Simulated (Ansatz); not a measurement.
**RbTl4Ag3: relaxing cell and atoms**

Wanted: the geometry at rest of RbTl4Ag3 (a known structure type filled with other elements, at an estimated volume), relaxing cell and atoms, and its electronic structure there.

Computed, not measured: Ansatz 0.2.0, DFT, PBE, no spin polarisation, plane waves, PAW.

### 1 The cell

The structure is trigonal, space group R-3m (No. 166). The conventional cell has a = 4.530 Å, b = 4.530 Å, c = 37.402 Å, α = 90.00°, β = 90.00°, γ = 120.00°. Rb (site symmetry -3m) is surrounded by 6 Ag at 3.55 Å and 6 Tl at 3.98 Å. Tl (site symmetry 3m) has 3 Ag at 2.68 Å as nearest neighbours. Tl (site symmetry 3m) has 4 Ag at 2.67 to 2.86 Å as nearest neighbours. Ag (site symmetry 3m) is surrounded by 4 Tl at 2.67 to 2.68 Å. Ag (site symmetry -3m) has 8 Tl at 2.86 to 3.23 Å as nearest neighbours.

As a file:

```xyz
8
Lattice="4.5304 0.0000 0.0000 -2.2652 3.9235 0.0000 -2.2652 1.3078 12.4673" Properties=species:S:1:pos:R:3 pbc="T T T"
Rb    0.0000    2.6156    6.2337
Tl   -2.2652    3.9235    3.2341
Tl    2.2652    1.3078    9.2332
Tl   -2.2652    3.9235   11.3111
Tl    2.2652    1.3078    1.1562
Ag   -2.2652    3.9235    8.6398
Ag    2.2652    1.3078    3.8275
Ag    0.0000    0.0000    0.0000
```

It starts from an earlier solution of the starting cell (checkpoint.read).

### 2 The walk to rest

The input, input.yaml:

```yaml
crystal:
  lattice:
    - [4.530428, 0.0, 0.0]
    - [-2.265214, 3.923469, 0.0]
    - [-2.265214, 1.307823, 12.467312]
  atoms:
    - { symbol: Rb, position: [0.5, 0.5, 0.5] }
    - { symbol: Tl, position: [0.08647, 0.91353, 0.25941] }
    - { symbol: Tl, position: [0.91353, 0.08647, 0.74059] }
    - { symbol: Tl, position: [0.30242, 0.69758, 0.90726] }
    - { symbol: Tl, position: [0.69758, 0.30242, 0.09274] }
    - { symbol: Ag, position: [0.231, 0.769, 0.693] }
    - { symbol: Ag, position: [0.769, 0.231, 0.307] }
    - { symbol: Ag, position: [0.0, 0.0, 0.0] }
  symmetry: { tolerance: 0.0003 }
kpoints:
  mp_grid: { grid: [5, 5, 5], shift: [0, 0, 0] }
magnetization:
  spin_polarized: false
scf:
  occupations: { method: fermi_dirac, width: 0.0653 }
  lower_state_search: "off"
hamiltonian:
  pseudopotentials: { kind: paw }
  xc: pbe
basis:
  ecutwfc: 420
  fft_grid_basis: typed
relax:
  max_steps: 80
  cell: { p_target: 0.0 }
  f_tol: 0.03
output:
  forces: true
  stress: true
  eigenvalues: true
  bader: false
  populations: true
  elf: true
  write_potential: true
  volumetric_format: npy
  dos:
    e_range: [-12, 8]
    de: 0.05
    projected: { site_lists: { Ag: [Ag], Rb: [Rb], Tl: [Tl] } }
  write_density: true
checkpoint:
  read: saved_state
```

Command:

```sh
ansatz run input.yaml --threads 2 --pin off --max-ram 2560MiB --backend cpu --events-out ev --progress --plain --runs-dir out
```

Before running it: what results should come out? Wanted: moves; energy gained; largest move; cell; volume; pressure at the end; character.

**Answer**, as computed:

```
                                                 quantity                                                                         value
                                                    moves                                                                             6
                                            energy gained                                                                141.9 meV/atom
                                             largest move                                                                   0.20 Å (Tl)
                     space group (0.01 Å), before / after                                                                   R-3m / R-3m
                                                     cell  a = 4.947 Å, b = 4.947 Å, c = 12.771 Å, α = 78.83°, β = 101.17°, γ = 120.00°
                                                   volume                                                       32.98 Å³/atom (+19.0 %)
                                      pressure at the end                                                                      0.00 GPa
           formation energy (elements from separate runs)                                                                  0.13 eV/atom
                                                character                                                                         metal
density of states, mean within 0.25 eV of the Fermi level                                                           4.3 per eV per cell
```

**Reading.** The volume grew by 19.0 %, and the largest move of an atom is 0.20 Å apart from the change of the cell; the energy fell by 141.9 meV per atom. The shape changed more than that tells: the edges moved by +9, +9, +0 %. With 12 symmetry operations imposed, the end may be a saddle point towards distortions that break them. Bands cross the Fermi level: a metal; within 0.25 eV of the Fermi level the density of states averages 4.3 per eV per cell, mostly Tl p (66 %). Set against separate runs on the elements (Rb bcc, Tl hcp, Ag fcc), it forms at 0.13 eV per atom, so at this geometry it is not bound against them.
